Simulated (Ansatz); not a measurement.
# BClFH₂N: small, medium and large basis sets

The task here is to estimate one member of a computed series from the others.

Method: one geometry, several basis sets; program: Ansatz 0.2.0, Gaussian basis.

The runs, in order: PBE0-D4/def2-SVP; ωB97M-V/def2-SVP; PBE0-D4/def2-QZVPP; ωB97M-V/def2-QZVPP; the functionals' def2-TZVPP values are taken from earlier runs.

**The geometry**

All runs share one geometry, relaxed beforehand with PBE0-D4 in a triple-zeta def2 set.

SMILES `NB(F)Cl`, 6 atoms, charge 0, spin multiplicity 1.

Atoms are counted from 1 here; the program's logs count them from 0.

Bond lengths: N1–B2 1.388 Å, N1–H5 1.003 Å, N1–H6 1.005 Å, B2–F3 1.328 Å, B2–Cl4 1.766 Å. Angles: B2–N1–H5 122.7°, B2–N1–H6 122.0°, H5–N1–H6 115.3°, N1–B2–F3 120.6°, N1–B2–Cl4 121.2°, F3–B2–Cl4 118.2°.

The first run:

in.yaml

```yaml
crystal:
  periodic: [false, false, false]
  atoms:
    - {symbol: N, position_ang: [0.003750, 0.770727, 0.025537]}
    - {symbol: B, position_ang: [0.054861, -0.615438, 0.062653]}
    - {symbol: F, position_ang: [0.564801, -1.245740, 1.114621]}
    - {symbol: Cl, position_ang: [-0.552576, -1.588821, -1.279232]}
    - {symbol: H, position_ang: [-0.374444, 1.278886, -0.752615]}
    - {symbol: H, position_ang: [0.345807, 1.336487, 0.782837]}
basis:
  gaussian: {orbitals: def2-SVP}
hamiltonian: {xc: pbe0, dispersion: d4}
output: {orbitals: {seedname: orbitals}}
```

Among the steps run: PBE0-D4 in def2-SVP; ωB97M-V in def2-SVP; PBE0-D4 in def2-QZVPP; ωB97M-V in def2-QZVPP.

One of the session's tables, all rows but one given; the rest of the session is left out.

It belongs to the step «Density functionals: the series». 

| functional | basis | HOMO (eV) | LUMO (eV) |
| --- | --- | --- | --- |
| PBE0-D4 | def2-SVP | ? | ? |
| PBE0-D4 | def2-TZVPP | -8.57 | 0.70 |
| PBE0-D4 | def2-QZVPP | -8.62 | 0.46 |
| ωB97M-V | def2-SVP | -10.65 | 3.26 |
| ωB97M-V | def2-TZVPP | -10.90 | 1.98 |
| ωB97M-V | def2-QZVPP | -10.94 | 1.63 |

Q: Estimate the row for PBE0-D4, def2-SVP from the others.

**Answer.** HOMO (eV): -8.35; LUMO (eV): 1.44. In the column «HOMO (eV)» it is the highest.
